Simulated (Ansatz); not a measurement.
# Sb2: the cost of one run

Computed with Ansatz 0.2.0 (the levels named in each step, unless a step's input says otherwise).

## (1) The system as given

Bond lengths: Sb1–Sb2 2.534 Å.

As a file:

```xyz
2

Sb    0.0000    0.0000    0.0000
Sb    0.0000    0.0000    2.5343
```

## (2) A rough first relaxation, PBE-D4/def2-SVP

Input file input.yaml:

```yaml
crystal:
  periodic: [false, false, false]
  atoms:
    - { symbol: Sb, position_ang: [0.0, 0.0, 0.0] }
    - { symbol: Sb, position_ang: [0.0, 0.0, 2.53427] }
basis:
  gaussian: { orbitals: def2-SVP }
hamiltonian:
  xc: pbe
  dispersion: d4
relax:
  f_tol: 0.03
  max_steps: 200
```

The run is started by

```
> ansatz run input.yaml --threads 2 --pin off --max-ram 5120MiB --backend cpu --events-out ev --progress --plain --runs-dir out
```

**Question.** How long does this run take on 2 threads of Intel Xeon at 2.70GHz, shared host, and how much memory does it need?

About 1.8 s, with a peak of 0.11 GiB.
